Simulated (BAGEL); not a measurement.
**GaSiH4OF (SMILES [F][GaH][O][SiH3]) at HF/STO-3G (density fitting with cc-pvqz-jkfit)**

What is the energy change on altering one bond length of GaSiH4OF at HF/STO-3G (density fitting with cc-pvqz-jkfit)? 

Program for the calculation: BAGEL 1.2.2.

4 further runs of the same task are left out: 3 that didn't finish, 1 set aside as unsound or not needed.

### 1 The system as given

GaSiH4OF: 8 atoms, total charge 0, spin state singlet. As SMILES, `[F][GaH][O][SiH3]`. The shape is that of a PBE0-D4/def2-TZVP optimisation. This is one conformer, not always the lowest.

Bond lengths: F1–Ga2 1.751 Å, Ga2–O3 1.763 Å, O3–Si4 1.639 Å, Ga2–H5 1.537 Å, Si4–H6 1.485 Å, Si4–H7 1.487 Å, Si4–H8 1.487 Å. Angles: F1–Ga2–O3 113.0°, Ga2–O3–Si4 138.2°, F1–Ga2–H5 121.9°, O3–Ga2–H5 125.1°, O3–Si4–H6 108.0°, O3–Si4–H7 111.0°, O3–Si4–H8 111.0°, H6–Si4–H7 109.1°, H6–Si4–H8 109.1°, H7–Si4–H8 108.7°.

### 2 A single-point energy at HF/STO-3G (density fitting with cc-pvqz-jkfit)

Contents of hf.json:

```json
{ "bagel" : [

{
  "title" : "molecule",
  "basis" : "sto-3g",
  "df_basis" : "cc-pvqz-jkfit",
  "angstrom" : "true",
  "geometry" : [
    { "atom" : "F", "xyz" : [       0.857100,       1.472000,       1.846200 ] },
    { "atom" : "Ga", "xyz" : [       1.323900,       1.220200,       0.177500 ] },
    { "atom" : "O", "xyz" : [       0.322200,       0.024800,      -0.644000 ] },
    { "atom" : "Si", "xyz" : [      -0.952800,      -0.945800,      -0.299100 ] },
    { "atom" : "H", "xyz" : [       2.493100,       1.984200,      -0.463100 ] },
    { "atom" : "H", "xyz" : [      -1.287500,      -1.717200,      -1.523200 ] },
    { "atom" : "H", "xyz" : [      -0.618600,      -1.894300,       0.796900 ] },
    { "atom" : "H", "xyz" : [      -2.137300,      -0.143800,       0.108800 ] }
  ]
},

{
  "title" : "hf",
  "charge" : 0
},

{
  "title" : "print",
  "file" : "orbitals.molden",
  "orbitals" : "true"
}

]}
```

Launch:

```console
BAGEL_NUM_THREADS=1 BAGEL hf.json > hf.out
```

The log of the run:

```text
* using 1 threads per process

  ===============================================================
  ===============================================================

  *** Geometry ***

  { "atom" : "F", "xyz" : [      1.619684,      2.781677,      3.488812 ] },
  { "atom" : "Ga", "xyz" : [      2.501808,      2.305844,      0.335426 ] },
  { "atom" : "O", "xyz" : [      0.608870,      0.046865,     -1.216984 ] },
  { "atom" : "Si", "xyz" : [     -1.800531,     -1.787303,     -0.565217 ] },
  { "atom" : "H", "xyz" : [      4.711276,      3.749595,     -0.875132 ] },
  { "atom" : "H", "xyz" : [     -2.433022,     -3.245038,     -2.878431 ] },
  { "atom" : "H", "xyz" : [     -1.168985,     -3.579708,      1.505923 ] },
  { "atom" : "H", "xyz" : [     -4.038912,     -0.271743,      0.205602 ] },

  Number of auxiliary basis functions:      782

  Since a DF basis is specified, we compute 2- and 3-index integrals:
    o Being stored without compression. Storage requirement is 0.011 GB

  Number of basis functions:       41
  Number of electrons      :       66

    * METHOD: MOLECULE                             0.42

  *** RHF ***

  === Nuclear Repulsion ===
   350.5436075742

      * DIIS with orbital gradients will be used.

  === RHF iteration (sto-3g) ===
      0      -2360.60410811          0.01355803           0.06
      1      -2360.71298532          0.00519221           0.05
      2      -2360.72650971          0.00115705           0.05
      3      -2360.72763039          0.00042614           0.06
      4      -2360.72785805          0.00017214           0.05
      5      -2360.72792335          0.00007365           0.05
      6      -2360.72793891          0.00002926           0.05
      7      -2360.72794119          0.00001497           0.05
      8      -2360.72794181          0.00000704           0.05
      9      -2360.72794193          0.00000377           0.05
     10      -2360.72794196          0.00000160           0.05
     11      -2360.72794197          0.00000063           0.05
     12      -2360.72794197          0.00000029           0.05
     13      -2360.72794197          0.00000013           0.05
     14      -2360.72794197          0.00000007           0.05
     15      -2360.72794197          0.00000005           0.05
     16      -2360.72794197          0.00000003           0.05
     17      -2360.72794197          0.00000001           0.05
     18      -2360.72794197          0.00000001           0.05
    * SCF iteration converged.

    * Permanent dipole moment:
           (   -0.042071,     0.034379,     0.181189) a.u.

    * METHOD: HF                                   1.11

    * METHOD: PRINT                                0.00

  ===============================================================
```

Wall time 1.8 s (1 thread of Intel Xeon 6975P-C (Granite Rapids), shared host); peak memory 0.11 GiB.

### 3 The distorted shape, same level

Contents of calc.json:

```json
{ "bagel" : [

{
  "title" : "molecule",
  "basis" : "sto-3g",
  "df_basis" : "cc-pvqz-jkfit",
  "angstrom" : true,
  "geometry" : [
    { "atom" : "F", "xyz" : [       1.048378,       1.617611,       1.794457 ] },
    { "atom" : "Ga", "xyz" : [       1.515178,       1.365811,       0.125757 ] },
    { "atom" : "O", "xyz" : [       0.513478,       0.170411,      -0.695743 ] },
    { "atom" : "Si", "xyz" : [      -0.952800,      -0.945800,      -0.299100 ] },
    { "atom" : "H", "xyz" : [       2.684378,       2.129811,      -0.514843 ] },
    { "atom" : "H", "xyz" : [      -1.287500,      -1.717200,      -1.523200 ] },
    { "atom" : "H", "xyz" : [      -0.618600,      -1.894300,       0.796900 ] },
    { "atom" : "H", "xyz" : [      -2.137300,      -0.143800,       0.108800 ] }
  ]
},

{
  "title" : "hf"
},

{
  "title" : "print",
  "file" : "orbitals.molden",
  "orbitals" : true
}

]}
```

Launch:

```console
BAGEL_NUM_THREADS=1 BAGEL calc.json > calc.out
```

The log of the run:

```text
* using 1 threads per process

  ===============================================================
  ===============================================================

  *** Geometry ***

  { "atom" : "F", "xyz" : [      1.981147,      3.056842,      3.391032 ] },
  { "atom" : "Ga", "xyz" : [      2.863271,      2.581009,      0.237646 ] },
  { "atom" : "O", "xyz" : [      0.970333,      0.322030,     -1.314764 ] },
  { "atom" : "Si", "xyz" : [     -1.800531,     -1.787303,     -0.565217 ] },
  { "atom" : "H", "xyz" : [      5.072739,      4.024759,     -0.972912 ] },
  { "atom" : "H", "xyz" : [     -2.433022,     -3.245038,     -2.878431 ] },
  { "atom" : "H", "xyz" : [     -1.168985,     -3.579708,      1.505923 ] },
  { "atom" : "H", "xyz" : [     -4.038912,     -0.271743,      0.205602 ] },

  Number of auxiliary basis functions:      782

  Since a DF basis is specified, we compute 2- and 3-index integrals:
    o Being stored without compression. Storage requirement is 0.011 GB

  Number of basis functions:       41
  Number of electrons      :       66

    * METHOD: MOLECULE                             0.47

  *** RHF ***

  === Nuclear Repulsion ===
   338.8977940624

      * DIIS with orbital gradients will be used.

  === RHF iteration (sto-3g) ===
      0      -2360.54231152          0.01557253           0.08
      1      -2360.66514783          0.00837053           0.06
      2      -2360.69519131          0.00165766           0.07
      3      -2360.69705187          0.00051048           0.07
      4      -2360.69738556          0.00018223           0.05
      5      -2360.69745021          0.00008258           0.06
      6      -2360.69746908          0.00003088           0.05
      7      -2360.69747159          0.00001523           0.07
      8      -2360.69747223          0.00000724           0.07
      9      -2360.69747233          0.00000419           0.06
     10      -2360.69747237          0.00000175           0.07
     11      -2360.69747238          0.00000061           0.07
     12      -2360.69747238          0.00000028           0.06
     13      -2360.69747238          0.00000013           0.07
     14      -2360.69747238          0.00000007           0.07
     15      -2360.69747238          0.00000005           0.06
     16      -2360.69747238          0.00000003           0.06
     17      -2360.69747238          0.00000001           0.05
     18      -2360.69747238          0.00000001           0.07
    * SCF iteration converged.

    * Permanent dipole moment:
           (    0.181824,     0.232245,     0.189944) a.u.

    * METHOD: HF                                   1.37

    * METHOD: PRINT                                0.00

  ===============================================================
```

It took 2.1 s on 1 thread of Intel Xeon 6975P-C (Granite Rapids), shared host; peak memory 0.11 GiB.

### 4 Summary of results

At HF/STO-3G (density fitting with cc-pvqz-jkfit):

| quantity | value |
| --- | --- |
| first shape: total energy | -2360.72794 Eh |
| first shape: dipole moment | 0.48 D |
| first shape: HOMO energy | -7.35 eV |
| first shape: LUMO energy | 5.86 eV |
| first shape: HOMO–LUMO gap | 13.21 eV |
| distorted shape: total energy | -2360.69747 Eh |
| distorted shape: dipole moment | 0.89 D |
| distorted shape: HOMO energy | -7.06 eV |
| distorted shape: LUMO energy | 6.15 eV |
| distorted shape: HOMO–LUMO gap | 13.21 eV |
| energy change with the O3–Si4 bond stretched from 1.639 to 1.885 Å | 0.829 eV |

What this shows: With the O3–Si4 bond stretched from 1.639 to 1.885 Å the energy rises by 0.83 eV (19.1 kcal/mol). The first shape isn't relaxed at this level, so the change isn't measured from a minimum. The minimal basis adds a large error of its own.
